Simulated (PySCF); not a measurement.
**C₂F₅ radical: a look at the electrons**

For C₂F₅ radical, the scripts below analyse its density (charges, bond critical points, surface potential), see where an electron leaves and enters and measure its response to a uniform field.

The runs use PySCF 2.14.0; levels as typed in each script, gas phase, geometry from GFN2-xTB.

### Step 1. Where the work starts

SMILES `FC(F)(F)[C](F)F`, 7 atoms, charge 0, spin multiplicity 2.

Bond lengths: F1–C2 1.331 Å, C2–F3 1.331 Å, C2–F4 1.347 Å, C2–C5 1.511 Å, C5–F6 1.323 Å, C5–F7 1.323 Å. Angles: F1–C2–F3 108.4°, F1–C2–F4 106.9°, F1–C2–C5 110.8°, F3–C2–F4 106.9°, F3–C2–C5 110.8°, F4–C2–C5 112.9°, C2–C5–F6 117.1°, C2–C5–F7 117.1°, F6–C5–F7 111.7°.

As a file:

```xyz
7
charge 0, multiplicity 2
F     1.1889   -1.0792   -0.5453
C     0.6102   -0.0001   -0.0244
F     1.1889    1.0792   -0.5454
F     0.8945    0.0001    1.2925
C    -0.8750    0.0000   -0.3049
F    -1.5479    1.0950    0.0088
F    -1.5478   -1.0951    0.0089
```

### Step 2. Density, bond paths and surface potential (BLYP/def2-svp)

input.py

```python
import numpy as np
from pyscf import gto, scf, dft
from pyscf.scf import atom_ks, atom_hf
from scipy.linalg import block_diag

def solve(mol, dm0=None, hcore=None):
    mf = (dft.UKS if mol.spin else dft.RKS)(mol, xc='blyp')
    mf.grids.level = 3
    mf = mf.density_fit(auxbasis='def2-universal-jkfit')
    mf.conv_tol, mf.max_cycle = 1e-8, 80
    if hcore is not None:
        mf.get_hcore = lambda *args: hcore
    mf.kernel(dm0)
    if not mf.converged:
        mf = mf.newton().run(mf.mo_coeff, mf.mo_occ, max_cycle=30)
    assert mf.converged, 'SCF not converged'
    return mf

mol = gto.M(atom='''
F      1.18888    -1.07916    -0.54532
C      0.61023    -0.00009    -0.02440
F      1.18886     1.07917    -0.54535
F      0.89449     0.00005     1.29250
C     -0.87499     0.00003    -0.30487
F     -1.54787     1.09503     0.00883
F     -1.54785    -1.09505     0.00885
''', basis='def2-svp', charge=0, spin=1, verbose=4)
mf = solve(mol)
mf.analyze()
# spherically averaged free atoms, for the promolecule
atm = atom_ks.get_atm_nrks(mol, xc='blyp')
pro = block_diag(*[(atm[a[0]][2] * atm[a[0]][3]) @ atm[a[0]][2].T for a in mol._atom])
np.savez('result.npz', e=mf.e_tot, c=mf.mo_coeff, occ=mf.mo_occ, eps=mf.mo_energy, pro=pro, dip=mf.dip_moment(verbose=0), s2=mf.spin_square()[0])
```

Launch:

```console
$ OMP_NUM_THREADS=1 python input.py
```

### Step 4. Removing and adding an electron (PBE/6-311+g**)

input.py

```python
import numpy as np
from pyscf import gto, scf, dft
from pyscf.scf import atom_ks, atom_hf
from scipy.linalg import block_diag

def solve(mol, dm0=None, hcore=None):
    mf = (dft.UKS if mol.spin else dft.RKS)(mol, xc='pbe')
    mf.grids.level = 3
    mf = mf.density_fit(auxbasis='def2-universal-jkfit')
    mf.conv_tol, mf.max_cycle = 1e-8, 80
    if hcore is not None:
        mf.get_hcore = lambda *args: hcore
    mf.kernel(dm0)
    if not mf.converged:
        mf = mf.newton().run(mf.mo_coeff, mf.mo_occ, max_cycle=30)
    assert mf.converged, 'SCF not converged'
    return mf

mol = gto.M(atom='''
F      1.18888    -1.07916    -0.54532
C      0.61023    -0.00009    -0.02440
F      1.18886     1.07917    -0.54535
F      0.89449     0.00005     1.29250
C     -0.87499     0.00003    -0.30487
F     -1.54787     1.09503     0.00883
F     -1.54785    -1.09505     0.00885
''', basis='6-311+g**', charge=0, spin=1, verbose=4)
mf = solve(mol)
out = dict(e0=mf.e_tot, dm0=mf.make_rdm1(), c=mf.mo_coeff, occ=mf.mo_occ, eps=mf.mo_energy)
for name, dq, spin in [('cation', 1, 0), ('anion', -1, 0)]:
    ion = mol.copy().set(charge=mol.charge + dq, spin=spin).build()
    mi = solve(ion)
    if spin and dq > 0 and mol.nao < 130:
        c, _, stable, _ = mi.stability(return_status=True)
        if not stable:
            mi = solve(ion, mi.make_rdm1(c, mi.mo_occ))
    print(name, 'vertical energy change / eV', (mi.e_tot - mf.e_tot) * 27.211386)
    out.update({'e_' + name: mi.e_tot, 'dm_' + name: mi.make_rdm1(), 's2_' + name: mi.spin_square()[0], 'eps_' + name: mi.mo_energy, 'occ_' + name: mi.mo_occ})
# spherically averaged free atoms, for the promolecule
atm = atom_ks.get_atm_nrks(mol, xc='pbe')
pro = block_diag(*[(atm[a[0]][2] * atm[a[0]][3]) @ atm[a[0]][2].T for a in mol._atom])
np.savez('result.npz', pro=pro, **out)
```

### Step 6. Response to an electric field (wB97X/def2-svp)

input.py

```python
import numpy as np
from pyscf import gto, scf, dft
from pyscf.scf import atom_ks, atom_hf
from scipy.linalg import block_diag

def solve(mol, dm0=None, hcore=None):
    mf = (dft.UKS if mol.spin else dft.RKS)(mol, xc='wb97x')
    mf.grids.level = 3
    mf = mf.density_fit(auxbasis='def2-universal-jkfit')
    mf.conv_tol, mf.max_cycle = 1e-8, 80
    if hcore is not None:
        mf.get_hcore = lambda *args: hcore
    mf.kernel(dm0)
    if not mf.converged:
        mf = mf.newton().run(mf.mo_coeff, mf.mo_occ, max_cycle=30)
    assert mf.converged, 'SCF not converged'
    return mf

mol = gto.M(atom='''
F      1.18888    -1.07916    -0.54532
C      0.61023    -0.00009    -0.02440
F      1.18886     1.07917    -0.54535
F      0.89449     0.00005     1.29250
C     -0.87499     0.00003    -0.30487
F     -1.54787     1.09503     0.00883
F     -1.54785    -1.09505     0.00885
''', basis='def2-svp', charge=0, spin=1, verbose=4)
field = np.array([0.008, 0.0, 0.0])  # atomic units
mol.set_common_orig(mol.atom_charges() @ mol.atom_coords() / mol.atom_charges().sum())
mf = solve(mol)
out = dict(dm0=mf.make_rdm1(), d0=mf.dip_moment(unit='AU'), e0=mf.e_tot)
for name, sign in (('p', 1), ('m', -1)):
    h = mf.get_hcore() + sign * np.einsum('x,xij->ij', field, mol.intor('int1e_r'))
    mi = solve(mol, mf.make_rdm1(), h)
    out.update({'dm' + name: mi.make_rdm1(), 'd' + name: mi.dip_moment(unit='AU'), 'e' + name: mi.e_tot})
# spherically averaged free atoms, for the promolecule
atm = atom_ks.get_atm_nrks(mol, xc='wb97x')
pro = block_diag(*[(atm[a[0]][2] * atm[a[0]][3]) @ atm[a[0]][2].T for a in mol._atom])
np.savez('result.npz', pro=pro, **out)
```

(Steps that only read results are left out.)

Q: Predict the outcome of this session. Wanted: dipole moment; HOMO, LUMO; vertical ionisation energy; vertical electron affinity; polarisability along the field.

The runs gave:

| quantity | value |
| --- | --- |
| dipole moment (BLYP/def2-svp) | 0.45 D |
| HOMO, LUMO (BLYP/def2-svp) | -5.42, -3.51 eV |
| vertical ionisation energy (PBE/6-311+g**) | 10.25 eV |
| vertical electron affinity (PBE/6-311+g**) | 0.62 eV |
| polarisability along the field (wB97X/def2-svp) | 22.5 bohr³ |

**Reading.** At BLYP/def2-svp: The highest Hirshfeld charge is on C2 (+0.22 e), the lowest on F4 (−0.09 e). The ionisation energy from two SCF runs, 10.25 eV, lies 4.1 eV above −ε(HOMO) = 6.14 eV of the same level, PBE/6-311+g**, since self-interaction lifts this functional's HOMO. All values hold at the given geometry, in the gas phase.
